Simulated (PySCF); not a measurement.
**Ways to converge the SCF of HRhS**

Do solver options change the result for HRhS, or only the number of cycles?

The runs use PySCF 2.14.0; each script names its method and basis.

2 further runs of the same task are left out: 1 for a known fault of the program, 1 that didn't finish.

**1. Starting geometry**

HRhS: 3 atoms, charge 0, spin multiplicity 1.

Bond lengths: Rh1–S2 2.025 Å, Rh1–H3 1.520 Å. Angles: S2–Rh1–H3 91.1°.

**2. The run that the others are compared with**

input.py reads:

```python
from pyscf import gto, dft

mol = gto.M(
    atom='Rh -0.241 -0.1418 0.3859; S 0.7494 0.441 -1.282; H 0.823 0.4843 1.2718',
    basis='lanl2dz',
    ecp={'Rh': 'lanl2dz', 'S': 'lanl2dz'},
    charge=0,
    spin=0,
    symmetry=True,
    verbose=4,
)
mf = dft.RKS(mol, xc='mn15')
mf.level_shift = 0.3
mf.kernel()
mf.mulliken_pop()
mf.dip_moment()
print('orbital energies (hartree):', mf.mo_energy[..., max(0, mol.nelec[1]-3):mol.nelec[0]+3].round(4))
```

The run is started by

```bash
OMP_NUM_THREADS=1 python input.py
```

The log of this run is left out.

It gives: E(SCF) = -119.854736 Eh, μ = 2.79 D.

**3. Initial guess mod_huckel**

Variant 1 changes initial guess: minao → mod_huckel.

input.py reads:

```python
from pyscf import gto, dft

mol = gto.M(
    atom='Rh -0.241 -0.1418 0.3859; S 0.7494 0.441 -1.282; H 0.823 0.4843 1.2718',
    basis='lanl2dz',
    ecp={'Rh': 'lanl2dz', 'S': 'lanl2dz'},
    charge=0,
    spin=0,
    symmetry=True,
    verbose=4,
)
mf = dft.RKS(mol, xc='mn15')
mf.init_guess = 'mod_huckel'
mf.level_shift = 0.3
mf.kernel()
mf.mulliken_pop()
mf.dip_moment()
print('orbital energies (hartree):', mf.mo_energy[..., max(0, mol.nelec[1]-3):mol.nelec[0]+3].round(4))
```

The run is started by

```bash
OMP_NUM_THREADS=1 python input.py
```

**4. Smearing width 0.005 hartree**

Variant 2 changes smearing width: none → 0.005 hartree.

Changes to input.py since step 2:

```diff
@@ -1,2 +1,2 @@
-from pyscf import gto, dft
+from pyscf import gto, dft, scf
 
@@ -12,2 +12,3 @@
 mf = dft.RKS(mol, xc='mn15')
+mf = scf.addons.smearing_(mf, sigma=0.005, method='fermi')
 mf.level_shift = 0.3
```

Before running it: what results should come out? Wanted: for each run, E(SCF); from base; gap; SCF dipole.

The runs gave:

| run | E(SCF) (hartree) | from base (eV) | cycles | gap (eV) | SCF dipole (D) |
| --- | --- | --- | --- | --- | --- |
| base | -119.854736 | 0 | 32 | 2.67 | 2.79 |
| initial guess mod_huckel | -119.854736 | 0.0000 | 36 | 2.67 | 2.79 |
| smearing width 0.005 hartree | -119.876969 | -0.6050 | 22 | n/a | 2.53 |

Distance from each run's final energy (log10 hartree) by cycle:

| run | cycle 1 | cycle 2 | cycle 3 | cycle 5 | cycle 8 | cycle 12 |
| --- | --- | --- | --- | --- | --- | --- |
| base | 0.6 | 0.6 | -0.9 | -2.4 | -3.2 | -4.1 |
| initial guess mod_huckel | -0.9 | -1.0 | -1.1 | -1.3 | -1.6 | -2.2 |
| smearing width 0.005 hartree | 0.6 | 0.6 | -0.9 | -2.2 | -3.7 | -5.3 |

With initial guess mod_huckel the SCF ends at the base energy. The base needs 32 cycles and the run with initial guess mod_huckel needs 36.
